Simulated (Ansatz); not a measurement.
# LiCoAs: the cost of one run

Computed with Ansatz 0.2.0 (DFT LDA, scalar-relativistic, unless a step's input says otherwise).

### 1 The starting structure

It takes space group P4/nmm (No. 129, tetragonal). The conventional cell has a = 3.708 Å, b = 3.708 Å, c = 6.122 Å, α = 90.00°, β = 90.00°, γ = 90.00°. Li (site symmetry 4mm) is surrounded by 5 As at 2.69 to 2.71 Å and 4 Co at 2.74 Å. Co (site symmetry -4m2) is surrounded by 4 As at 2.32 Å and 4 Co at 2.62 Å. As (site symmetry 4mm) has 4 Co at 2.32 Å and 5 Li at 2.69 to 2.71 Å as nearest neighbours.

As a file:

```cif
data_structure
_symmetry_space_group_name_H-M 'P 1'
_symmetry_Int_Tables_number 1
_cell_length_a 3.7080
_cell_length_b 3.7080
_cell_length_c 6.1216
_cell_angle_alpha 90.000
_cell_angle_beta 90.000
_cell_angle_gamma 90.000
_cell_volume 84.17
loop_
_atom_site_label
_atom_site_type_symbol
_atom_site_fract_x
_atom_site_fract_y
_atom_site_fract_z
_atom_site_occupancy
Li1 Li 0.00000 0.50000 0.67084 1
Li2 Li 0.50000 0.00000 0.32916 1
Co1 Co 0.50000 0.50000 0.00000 1
Co2 Co 0.00000 0.00000 0.00000 1
As1 As 0.50000 0.00000 0.77214 1
As2 As 0.00000 0.50000 0.22786 1
```

Atoms are numbered in the order of the input: Li1, Li2, Co3, Co4, As5, As6.

### 2 Volume × 0.96, LAPW

input.yaml

```yaml
crystal:
  lattice:
    - [3.6578597745, 0.0, 0.0]
    - [0.0, 3.6578597745, 0.0]
    - [0.0, 0.0, 6.0388986993]
  atoms:
    - { symbol: Li, position: [0.0, 0.5, 0.67084142] }
    - { symbol: Li, position: [0.5, 0.0, 0.32915858] }
    - { symbol: Co, position: [0.5, 0.5, 0.0] }
    - { symbol: Co, position: [0.0, 0.0, 0.0] }
    - { symbol: As, position: [0.5, 0.0, 0.77213794] }
    - { symbol: As, position: [0.0, 0.5, 0.22786206] }
kpoints:
  mp_grid: { grid: [8, 8, 5] }
scf:
  occupations: { method: fermi_dirac, width: 0.05 }
hamiltonian:
  xc: lda
  pseudopotentials: { kind: all_electron, lapw: { basis_error: 0.001 } }
output:
  forces: true
  stress: true
  eigenvalues: true
```

On the command line:

```bash
> ansatz run input.yaml --threads 2 --pin off --max-ram 5120MiB --backend cpu --events-out ev --progress --plain --runs-dir out
```

What time and memory should one allow on 2 threads of Intel Xeon at 2.70GHz, shared host?

About 67 s, with a peak of 0.91 GiB.
